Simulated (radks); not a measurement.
# Tl²⁶⁺ in [Kr] 4d10 4f9: an all-electron calculation

An exercise on one series of results from a longer session: the logs are not shown, and one member is left open.

Method: Dirac Kohn-Sham, PBE, spin-unpolarised, spherical densities, finite nucleus; open shells fill j = l - 1/2 first. Code: radks (a radial shooting solver on a logarithmic mesh, Libxc functionals) version 1.

### Starting point

```
element            : thallium (Z = 81)
charge             : +26
electrons          : 55
configuration      : [Kr] 4d10 4f9
nuclear rms radius : 5.4759 fm
```

The first run:

Settings of this run:

```text
Z 81
configuration [Kr] 4d10 4f9
relativity Dirac
functional pbe,pbe
spin unpolarised
j_filling energy
nucleus finite rms 5.4759 fm
c 137.035999084
```

Launch:

```bash
$ python run_ks.py task.json out
```

The same process makes all the runs of this session.

One table of the session follows, with a row left open; its other results are not shown here.

It belongs to the step «Orbitals and density». Radial moments (bohr):

```
level      <r>  outermost maximum (interpolated)  90 % within  nodes
1s1/2  0.01632                            0.0100       0.0299      0
2s1/2  0.06807                            0.0584        0.107      1
2p1/2  0.05588                            0.0428       0.0934      0
2p3/2  0.06468                            0.0504        0.105      0
3s1/2   0.1767                             0.164        0.260      2
3p1/2   0.1671                             0.153        0.252      1
3p3/2   0.1830                             0.168        0.274      1
3d3/2        ?                                 ?            ?      ?
3d5/2   0.1639                             0.135        0.254      0
4s1/2   0.3826                             0.365        0.546      3
4p1/2   0.3824                             0.362        0.552      2
4p3/2   0.4125                             0.392        0.594      2
4d3/2   0.4107                             0.381        0.606      1
4d5/2   0.4197                             0.389        0.618      1
4f5/2   0.4071                             0.335        0.624      0
4f7/2   0.4111                             0.339        0.629      0
```

**Question.** Estimate the row for 3d3/2.

**Answer.** <r>: 0.1591; outermost maximum (interpolated): 0.131; 90 % within: 0.247; nodes: 0. In the column «<r>» it lies between 2s1/2 (0.06807) and 3d5/2 (0.1639).

Limits of these values: Spin polarisation and multiplet splitting are left out.
